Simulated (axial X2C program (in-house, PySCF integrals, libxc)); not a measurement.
# NbH⁺: from the state search to constants

What are the state, bond length, wavenumber and bond energy of NbH⁺, and what does spin–orbit coupling change?

Method: all-electron X2C, Nb dyall-cv3z, H dyall-v3z; program: an in-house X2C program for linear molecules on PySCF integrals.

All values are calculated.

## (1) Input

task.json

```json
{"zs": [41, 1], "q": 1, "bas": ["dyall-cv3z", "dyall-v3z"], "levels": ["PBE0", "HF", "BHandHLYP"], "cc": true, "r0": 1.79, "thr": -2.0, "nmax": 90, "npts": 10, "nst": 2, "ntry": 6}
```

Keys: zs atomic numbers; q charge; bas basis sets; levels methods (HF also brings MP2); cc coupled cluster on or off; r0 starting distance in Å; thr threshold in hartree for freezing inner shells (an s shell follows its p shell); nmax most natural virtual spinors; npts points asked for on the curve; nst determinants followed; ntry starts of the search.

The run is started by

```
> python so2c.py task.json out
```

Spin-free means the one-electron spin-free X2C Hamiltonian; two-component (2c) means X2C with spin–orbit coupling and atomic mean-field two-electron Coulomb and Gaunt terms. Basis: Nb dyall-cv3z contracted to [11s12p9d5f3g], H dyall-v3z contracted to [6s2p1d]; Gaussian nuclei, density fitting. Masses: Nb 92.906 u, H 1.008 u.

Notation: σ, π±, δ± give the projection m of an orbital's angular momentum (0, ±1, ±2), α and β its spin, Λ and M_S the sums; ω is the projection of a spinor's total angular momentum and Ω the sum. Logs are in hartree.

The results follow Hamiltonian by Hamiltonian and level by level.

## (2) Search for the lowest determinant

PBE0 moves the distance from 1.790 Å to 1.720 Å and compares determinants there.

Spin-free determinants:

| ΔE (eV) | state | open shells |
| --- | --- | --- |
| 0.00 | M_S = 3/2, Λ = 2 | beyond closed shells: π+α, π-α, δ+α |
| 0.09 | M_S = 3/2, Λ = 1 | beyond closed shells: π+α, δ+α, δ-α |
| 0.42 | M_S = 3/2, Λ = 0 | beyond closed shells: σα, δ+α, δ-α |
| 0.56 | M_S = 3/2, Λ = 3 | beyond closed shells: σα, π+α, δ+α |
| 0.68 | M_S = 3/2, Λ = 1 | beyond closed shells: σα, π-α, δ+α |
| 1.02 | M_S = 3/2, Λ = 0 | beyond closed shells: σα, π+α, π-α |
| 1.45 | M_S = 1/2, Λ = 3 | beyond closed shells: σβ, π+α, δ+α |

Two-component determinants:

```tsv
ΔE (eV)	state	open shells
0.00	Ω = 1/2	excess of +ω over −ω: ω = 1/2
0.12	Ω = 1/2	excess of +ω over −ω: ω = -1/2, ω = -3/2, ω = 5/2
0.13	Ω = 7/2	excess of +ω over −ω: ω = -1/2, ω = 3/2, ω = 5/2
0.19	Ω = 5/2	excess of +ω over −ω: ω = 5/2
0.48	Ω = 3/2	excess of +ω over −ω: ω = 1/2, ω = -3/2, ω = 5/2
0.52	Ω = 3/2	excess of +ω over −ω: ω = 3/2
0.72	Ω = 9/2	excess of +ω over −ω: ω = 1/2, ω = 3/2, ω = 5/2
```

## (3) PBE0, spin-free

State followed: M_S = 3/2, Λ = 2 (beyond closed shells: π+α, π-α, δ+α). The scan is laid around 1.720 Å, a first estimate of the minimum, and this SCF restarts from the orbitals of the search.

The SCF at the reference distance of 1.720 Å:

```text
spin-free X2C-1e  PBE0
basis functions 171  fitting functions 797  grid points 5072
iter        total energy     max residual
   1      -3819.407092566     3.05e-05
   2      -3819.407092571     1.56e-05
converged
one-electron -5285.31169438  Coulomb 1573.09610878  exact exchange -29.49727339  xc functional -90.30834153  nuclear repulsion 12.61410793
```

Along the bond, energies from the lowest point:

| R (Å) | E (eV) | μ (D) | HOMO (eV) | LUMO (eV) | iterations |
| --- | --- | --- | --- | --- | --- |
| 1.496 | 0.4261 | -2.03 | -12.08 | -9.10 | 35 |
| 1.565 | 0.1855 | -2.16 | -12.15 | -9.19 | 29 |
| 1.617 | 0.0766 | -2.25 | -12.20 | -9.25 | 25 |
| 1.668 | 0.0177 | -2.33 | -12.25 | -9.32 | 20 |
| 1.720 | 0.0000 | -2.40 | -12.30 | -9.37 | 2 |
| 1.780 | 0.0219 | -2.47 | -12.36 | -9.44 | 19 |
| 1.840 | 0.0805 | -2.53 | -12.42 | -9.50 | 14 |
| 1.918 | 0.1970 | -2.59 | -12.49 | -9.57 | 15 |
| 2.012 | 0.3839 | -2.63 | -12.56 | -9.64 | 13 |
| 2.150 | 0.7056 | -2.62 | -12.64 | -9.72 | 12 |

Dipoles are positive if H is the positive end and refer to the centre of mass.

Outer orbitals at the reference distance:

```tsv
symmetry	occupied	ε (eV)	atomic character
σα	yes	-14.08	46% H s, 34% Nb d, 14% Nb s
σβ	yes	-13.75	53% H s, 28% Nb d, 12% Nb s
δ+α	yes	-12.49	100% Nb d
π+α	yes	-12.43	97% Nb d, 2% H p
π-α	yes	-12.30	97% Nb d, 2% H p
δ-α	no	-9.37	100% Nb d
σα	no	-9.20	56% Nb s, 36% Nb d, 6% H s
σβ	no	-7.84	55% Nb s, 37% Nb d, 6% H s
δ-β	no	-7.53	100% Nb d
```

PBE0 fields in the half plane through the axis: z from -2.4 to 3.9 Å across, distance from the axis 0.15 to 2.25 Å upwards; Nb lies at z = 0 and H at z = 1.720 Å; the ELF is damped to zero where the density is low.

log10 density (e/bohr³). Ten even steps from '0' (-5.61 ) to '9' (1.63 ):
```
1122222222222222211000
1223333333333332221100
2233344444444333322110
2233444554444444332211
2334455555555544433221
2334556676655555443221
2344567777766665543321
2344567898766666543321
```

ELF. Ten even steps from '0' (0.00 ) to '9' (1.00 ):
```
0000000000000000000000
0000000000000110000000
0001211000012333200000
0002332100123577740000
0002344323324799984000
0001356777535999997100
0000257626737999999300
0000147343538999999500
```

Re = 1.719 Å, ωe = 1866 cm⁻¹, ωexe = 25.2 cm⁻¹, Be = 5.72 cm⁻¹, De = 2.25 eV, μ = -2.40 D.

## (4) HF, spin-free

Output at 1.720 Å:

```text
spin-free X2C-1e  HF
basis functions 171  fitting functions 797  grid points 5072
iter        total energy     max residual
   1      -3817.590571206     3.62e-01
   2      -3817.608707335     9.41e-03
   3      -3817.610037612     2.14e-02
   4      -3817.610344390     5.14e-03
   5      -3817.610393084     1.25e-03
   6      -3817.610400568     8.88e-04
   7      -3817.610401619     1.48e-04
   8      -3817.610401722     4.95e-05
   9      -3817.610401747     4.95e-05
  10      -3817.610401755     8.36e-06
  11      -3817.610401757     3.72e-06
  12      -3817.610401757     1.81e-06
converged
one-electron -5284.35055969  Coulomb 1572.17109900  exact exchange -118.04504900  xc functional 0.00000000  nuclear repulsion 12.61410793
```

Re = 1.770 Å, ωe = 1783 cm⁻¹, Be = 5.395 cm⁻¹, De = 1.39 eV, μ = -3.45 D.

## (5) BHandHLYP, spin-free

The SCF at the reference distance of 1.720 Å:

```text
spin-free X2C-1e  BHandHLYP
basis functions 171  fitting functions 797  grid points 5072
iter        total energy     max residual
   1      -3819.712123659     1.17e-01
   2      -3819.713907810     4.01e-03
   3      -3819.714062609     1.40e-02
   4      -3819.714110734     2.04e-03
   5      -3819.714116076     1.27e-03
   6      -3819.714117021     3.76e-04
   7      -3819.714117244     9.78e-05
   8      -3819.714117302     1.22e-04
   9      -3819.714117313     2.88e-05
  10      -3819.714117314     2.13e-06
converged
one-electron -5285.11882465  Coulomb 1572.91424900  exact exchange -59.00453117  xc functional -61.11911842  nuclear repulsion 12.61410793
```

Re = 1.729 Å, ωe = 1867 cm⁻¹, ωexe = 23.2 cm⁻¹, Be = 5.655 cm⁻¹, De = 2.38 eV, μ = -2.75 D.

## (6) Correlated methods, spin-free

Correlated methods: 13 electrons correlated (frozen shells, counted by type: Nb 3 s, 2 p, 1 d; H none), 227 virtual spinors in MP2, 90 natural virtuals in coupled cluster.

Output of the correlated part at 1.720 Å:

```text
correlated 13  virtual 227  natural virtual 90  E(MP2) -0.337329323  MP2 remainder -0.011253035
iter   CCSD correlation   residual
   1     -0.337289395   8.49e-02
   2     -0.343566465   3.47e-02
   3     -0.344967634   1.60e-02
   4     -0.345033507   7.14e-03
   5     -0.345116307   2.15e-03
   6     -0.345134346   7.85e-04
   7     -0.345136782   2.92e-04
   8     -0.345137141   1.12e-04
   9     -0.345135985   4.86e-05
  10     -0.345136460   1.92e-05
  11     -0.345136562   5.43e-06
  12     -0.345136641   1.57e-06
  13     -0.345136649   6.55e-07
(T) -0.009797512  T1 0.0246  D1 0.0714  max T2 0.072
```

T1 in the output is the amplitude norm over the root of the electron number; divide by √2 for the Lee–Taylor value.

MP2: Re = 1.706 Å, ωe = 1921 cm⁻¹, Be = 5.807 cm⁻¹, De = 2.23 eV.

CCSD: Re = 1.728 Å, ωe = 1858 cm⁻¹, ωexe = 23.2 cm⁻¹, Be = 5.662 cm⁻¹, De = 2.45 eV. T1 at Re = 0.017 (Lee–Taylor, the printed value over √2).

CCSD(T): Re = 1.727 Å, ωe = 1856 cm⁻¹, ωexe = 23.6 cm⁻¹, Be = 5.669 cm⁻¹, De = 2.50 eV. T1 at Re = 0.017 (Lee–Taylor, the printed value over √2).

## (7) A higher determinant, spin-free

State: M_S = 3/2, Λ = 1 (beyond closed shells: π+α, δ+α, δ-α).

Output at the reference distance:

```text
spin-free X2C-1e  PBE0
basis functions 171  fitting functions 797  grid points 5072
iter        total energy     max residual
   1      -3819.403722859     1.67e-05
   2      -3819.403722861     8.48e-06
converged
one-electron -5285.48548064  Coulomb 1573.26754798  exact exchange -29.49385059  xc functional -90.30604756  nuclear repulsion 12.61410793
```

| R (Å) | E above the lowest PBE0 point (eV) |
| --- | --- |
| 1.496 | 0.595 |
| 1.565 | 0.324 |
| 1.617 | 0.197 |
| 1.668 | 0.122 |
| 1.720 | 0.092 |
| 1.780 | 0.102 |
| 1.840 | 0.151 |
| 1.918 | 0.259 |
| 2.012 | 0.439 |

Re = 1.736 Å, ωe = 1870 cm⁻¹, ωexe = 25.4 cm⁻¹, Be = 5.608 cm⁻¹, μ = -2.41 D. Te = 0.09 eV.

## (8) The spin-free curves together

Energy (eV) of the followed determinant, spin-free, from each level's lowest point:

| R (Å) | PBE0 | HF | MP2 | CCSD | CCSD(T) | BHandHLYP |
| --- | --- | --- | --- | --- | --- | --- |
| 1.496 | 0.426 | 0.616 | 0.390 | n/a | n/a | 0.466 |
| 1.565 | 0.185 | 0.315 | 0.160 | 0.207 | 0.204 | 0.211 |
| 1.617 | 0.077 | 0.165 | 0.060 | 0.090 | 0.088 | 0.092 |
| 1.668 | 0.018 | 0.068 | 0.009 | 0.024 | 0.023 | 0.025 |
| 1.720 | 0.000 | 0.015 | 0.000 | 0.000 | 0.000 | 0.000 |
| 1.780 | 0.022 | 0.000 | 0.032 | 0.016 | 0.016 | 0.015 |
| 1.840 | 0.081 | 0.026 | 0.102 | 0.069 | 0.070 | 0.069 |
| 1.918 | 0.197 | 0.106 | 0.234 | 0.181 | 0.182 | 0.181 |
| 2.012 | 0.384 | 0.255 | 0.443 | n/a | n/a | 0.367 |
| 2.150 | 0.706 | 0.526 | 0.809 | n/a | n/a | 0.695 |

## (9) PBE0, 2c

State followed: Ω = 1/2 (excess of +ω over −ω: ω = 1/2). The scan is laid around 1.720 Å, a first estimate of the minimum, and this SCF restarts from the orbitals of the search.

Output at 1.720 Å:

```text
two-component X2C + atomic mean field  PBE0
basis functions 171  fitting functions 797  grid points 5072
iter        total energy     max residual
   1      -3817.917702817     4.50e-05
   2      -3817.917702840     2.64e-05
   3      -3817.917702852     2.16e-05
   4      -3817.917702852     4.65e-06
converged
one-electron -5281.38320415  Coulomb 1572.34464697  exact exchange -29.48331107  xc functional -90.26642802  nuclear repulsion 12.61410793  atomic mean-field constant -1.74351451
```

Along the bond, energies from the lowest point:

| R (Å) | E (eV) | μ (D) | HOMO (eV) | LUMO (eV) | iterations |
| --- | --- | --- | --- | --- | --- |
| 1.496 | 0.4262 | -2.03 | -12.04 | -9.07 | 37 |
| 1.565 | 0.1857 | -2.16 | -12.11 | -9.13 | 29 |
| 1.617 | 0.0768 | -2.25 | -12.16 | -9.19 | 25 |
| 1.668 | 0.0178 | -2.33 | -12.22 | -9.25 | 20 |
| 1.720 | 0.0000 | -2.40 | -12.27 | -9.31 | 4 |
| 1.780 | 0.0218 | -2.47 | -12.32 | -9.37 | 20 |
| 1.840 | 0.0802 | -2.53 | -12.38 | -9.43 | 14 |
| 1.918 | 0.1965 | -2.59 | -12.45 | -9.50 | 15 |
| 2.012 | 0.3831 | -2.63 | -12.52 | -9.57 | 13 |
| 2.150 | 0.7045 | -2.62 | -12.60 | -9.65 | 14 |

Dipoles are positive if H is the positive end and refer to the centre of mass.

Outer spinors at the reference distance:

```
   ω  occupied  ε (eV)             atomic character  λ mixture
-1/2       yes  -14.08  46% H s, 34% Nb d, 14% Nb s     100% σ
 1/2       yes  -13.75  52% H s, 28% Nb d, 12% Nb s     100% σ
 3/2       yes  -12.55                    100% Nb d     100% δ
 1/2       yes  -12.45             96% Nb d, 2% H p     100% π
-3/2       yes  -12.27             97% Nb d, 2% H p     100% π
-5/2        no   -9.31                    100% Nb d     100% δ
-1/2        no   -9.19   56% Nb s, 36% Nb d, 6% H s     100% σ
 1/2        no   -7.84   55% Nb s, 37% Nb d, 6% H s     100% σ
-3/2        no   -7.58                    100% Nb d     100% δ
```

PBE0 fields in the half plane through the axis: z from -2.4 to 3.9 Å across, distance from the axis 0.15 to 2.25 Å upwards; Nb lies at z = 0 and H at z = 1.720 Å; the ELF is damped to zero where the density is low.

log10 density (e/bohr³). Ten even steps from ' ' (-5.61 ) to '@' (1.63 ):
```
....::::::::::::::::::::::::::::::....      
..::::::----------------------::::::....    
::::------================--------::::....  
::::----======++================----::::....
::----====++++++++++++++++++======----::::..
::----==++++****##****++++++++++====--::::..
::--====++**##########********++++==----::..
::--====++**##%%@@%%##**********++==----::..
```

ELF. Ten even steps from '0' (0.00 ) to '9' (1.00 ):
```
0000000000000000000000
0000000000000110000000
0001211000012343200000
0002332100113577740000
0002344323324799984000
0001356777535999997100
0000257626737999999300
0000147343538999999400
```

Re = 1.719 Å, ωe = 1865 cm⁻¹, ωexe = 25.2 cm⁻¹, Be = 5.719 cm⁻¹, De = 2.31 eV, μ = -2.40 D.

## (10) HF, 2c

Output at 1.720 Å:

```text
two-component X2C + atomic mean field  HF
basis functions 171  fitting functions 797  grid points 5072
iter        total energy     max residual
   1      -3816.101208050     3.61e-01
   2      -3816.119373092     9.33e-03
   3      -3816.120708503     2.13e-02
   4      -3816.121017811     5.16e-03
   5      -3816.121068999     1.30e-03
   6      -3816.121078229     1.01e-03
   7      -3816.121080692     2.34e-04
   8      -3816.121082085     3.23e-04
   9      -3816.121083800     5.95e-04
  10      -3816.121085126     4.38e-04
  11      -3816.121085801     1.11e-04
  12      -3816.121086049     7.50e-05
  13      -3816.121086164     1.05e-04
  14      -3816.121086216     5.32e-05
  15      -3816.121086231     1.44e-05
  16      -3816.121086236     1.22e-05
  17      -3816.121086237     1.03e-05
  18      -3816.121086238     2.83e-06
converged
one-electron -5280.42539634  Coulomb 1571.42301271  exact exchange -117.98929603  xc functional 0.00000000  nuclear repulsion 12.61410793  atomic mean-field constant -1.74351451
```

Re = 1.771 Å, ωe = 1782 cm⁻¹, Be = 5.394 cm⁻¹, De = 1.44 eV, μ = -3.45 D.

## (11) BHandHLYP, 2c

The SCF at the reference distance of 1.720 Å:

```text
two-component X2C + atomic mean field  BHandHLYP
basis functions 171  fitting functions 797  grid points 5072
iter        total energy     max residual
   1      -3818.222625536     1.16e-01
   2      -3818.224423476     3.99e-03
   3      -3818.224587193     1.43e-02
   4      -3818.224641979     2.36e-03
   5      -3818.224654256     2.06e-03
   6      -3818.224661206     1.71e-03
   7      -3818.224667825     3.60e-04
   8      -3818.224670590     2.88e-04
   9      -3818.224671583     3.03e-04
  10      -3818.224671862     7.51e-05
  11      -3818.224671965     4.48e-05
  12      -3818.224671993     3.96e-05
  13      -3818.224671997     8.51e-06
converged
one-electron -5281.19024921  Coulomb 1572.16228823  exact exchange -58.97640002  xc functional -61.09090442  nuclear repulsion 12.61410793  atomic mean-field constant -1.74351451
```

Re = 1.729 Å, ωe = 1866 cm⁻¹, ωexe = 23.1 cm⁻¹, Be = 5.653 cm⁻¹, De = 2.44 eV, μ = -2.75 D.

## (12) MP2 and beyond, 2c

Correlated methods: 13 electrons correlated (frozen shells, counted by type: Nb 3 s, 2 p, 1 d; H none), 227 virtual spinors in MP2, 90 natural virtuals in coupled cluster.

Output of the correlated part at 1.720 Å:

```text
correlated 13  virtual 227  natural virtual 90  E(MP2) -0.337675356  MP2 remainder -0.011262623
iter   CCSD correlation   residual
   1     -0.337560504   8.50e-02
   2     -0.343847079   3.47e-02
   3     -0.345248510   1.61e-02
   4     -0.345316082   7.20e-03
   5     -0.345400755   2.24e-03
   6     -0.345420046   8.89e-04
   7     -0.345422988   3.97e-04
   8     -0.345423214   1.99e-04
   9     -0.345421535   1.08e-04
  10     -0.345422466   5.24e-05
  11     -0.345422803   2.43e-05
  12     -0.345423000   1.13e-05
  13     -0.345422969   4.61e-06
  14     -0.345422983   1.76e-06
(T) -0.009828010  T1 0.0247  D1 0.0712  max T2 0.053
```

MP2: Re = 1.707 Å, ωe = 1920 cm⁻¹, Be = 5.805 cm⁻¹, De = 2.28 eV.

CCSD: Re = 1.728 Å, ωe = 1855 cm⁻¹, Be = 5.659 cm⁻¹, De = 2.48 eV. T1 at Re = 0.018 (Lee–Taylor, the printed value over √2).

CCSD(T): Re = 1.727 Å, ωe = 1853 cm⁻¹, Be = 5.666 cm⁻¹, De = 2.53 eV. T1 at Re = 0.018 (Lee–Taylor, the printed value over √2).

## (13) A higher determinant, 2c

State: Ω = 1/2 (excess of +ω over −ω: ω = -1/2, ω = -3/2, ω = 5/2).

Output at the reference distance:

```text
two-component X2C + atomic mean field  PBE0
basis functions 171  fitting functions 797  grid points 5072
iter        total energy     max residual
   1      -3817.913112049     3.29e-05
   2      -3817.913112055     2.81e-05
   3      -3817.913112060     6.45e-06
converged
one-electron -5281.53798650  Coulomb 1572.49781942  exact exchange -29.47981330  xc functional -90.26372510  nuclear repulsion 12.61410793  atomic mean-field constant -1.74351451
```

| R (Å) | E above the lowest PBE0 point (eV) |
| --- | --- |
| 1.496 | 0.628 |
| 1.565 | 0.357 |
| 1.617 | 0.230 |
| 1.668 | 0.155 |
| 1.720 | 0.125 |
| 1.780 | 0.135 |
| 1.840 | 0.184 |
| 1.918 | 0.292 |
| 2.012 | 0.472 |

Re = 1.736 Å, ωe = 1869 cm⁻¹, ωexe = 25.3 cm⁻¹, Be = 5.607 cm⁻¹, μ = -2.41 D. Te = 0.12 eV.

## (14) The 2c curves together

Energy (eV) of the followed determinant, 2c, from each level's lowest point:

| R (Å) | PBE0 | HF | MP2 | CCSD | CCSD(T) | BHandHLYP |
| --- | --- | --- | --- | --- | --- | --- |
| 1.496 | 0.426 | 0.616 | 0.391 | n/a | n/a | 0.467 |
| 1.565 | 0.186 | 0.316 | 0.161 | 0.207 | 0.204 | 0.211 |
| 1.617 | 0.077 | 0.166 | 0.060 | 0.090 | 0.089 | 0.093 |
| 1.668 | 0.018 | 0.068 | 0.009 | 0.024 | 0.023 | 0.025 |
| 1.720 | 0.000 | 0.015 | 0.000 | 0.000 | 0.000 | 0.000 |
| 1.780 | 0.022 | 0.000 | 0.032 | 0.015 | 0.016 | 0.015 |
| 1.840 | 0.080 | 0.026 | 0.102 | 0.069 | 0.070 | 0.068 |
| 1.918 | 0.196 | 0.105 | 0.234 | 0.181 | 0.182 | 0.181 |
| 2.012 | 0.383 | 0.254 | 0.442 | n/a | n/a | 0.366 |
| 2.150 | 0.704 | 0.525 | 0.807 | n/a | n/a | 0.694 |

The whole job took 3 min on 1 thread of Arm Neoverse V2, shared host; peak memory 0.8 GiB.

## (15) What came out

Lowest determinant that the search found at its distance, spin-free: M_S = 3/2, Λ = 2 (beyond closed shells: π+α, π-α, δ+α).

Lowest determinant that the search found at its distance, 2c: Ω = 1/2 (excess of +ω over −ω: ω = 1/2).

```csv
Hamiltonian,level,Re (Å),ωe (cm⁻¹),De (eV),μ (D)
spin-free,PBE0,1.719,1866,2.25,-2.40
spin-free,HF,1.770,1783,1.39,-3.45
spin-free,MP2,1.706,1921,2.23,n/a
spin-free,CCSD,1.728,1858,2.45,n/a
spin-free,CCSD(T),1.727,1856,2.50,n/a
spin-free,BHandHLYP,1.729,1867,2.38,-2.75
2c,PBE0,1.719,1865,2.31,-2.40
2c,HF,1.771,1782,1.44,-3.45
2c,MP2,1.707,1920,2.28,n/a
2c,CCSD,1.728,1855,2.48,n/a
2c,CCSD(T),1.727,1853,2.53,n/a
2c,BHandHLYP,1.729,1866,2.44,-2.75
```

Dipoles are positive if H is the positive end and refer to the centre of mass.

Time per point (s) on 1 thread of Arm Neoverse V2, shared host (2c runs; CCSD comes with the CCSD(T) run); the times are rough: PBE0 0.66, HF 0.49, MP2 0.67, CCSD(T) 5.1, BHandHLYP 0.69.

What this shows: At CCSD(T), going from spin-free to two-component changes Re by 0 mÅ, ωe by -0.2 %, which is small (part of it comes from the scalar share of the two-electron terms). De moves by +0.03 eV; both De rest on single-determinant atoms, which can miss part of an open shell's spin–orbit lowering.

De refers to Nb+ + H, each in the lowest determinant found, which need not be this curve's own limit. Each curve is one determinant whose occupation by symmetry is held fixed; it was picked as the lowest of a PBE0 search that is not exhaustive. De is counted from the lowest determinant-based energies of the atoms at the same level, without counterpoise correction. Density functionals use the spin component along the axis (collinear). Coupled cluster ran in a truncated set of natural virtual spinors; the MP2 energy of the rest was added. With several unpaired electrons one determinant need not be a pure state.
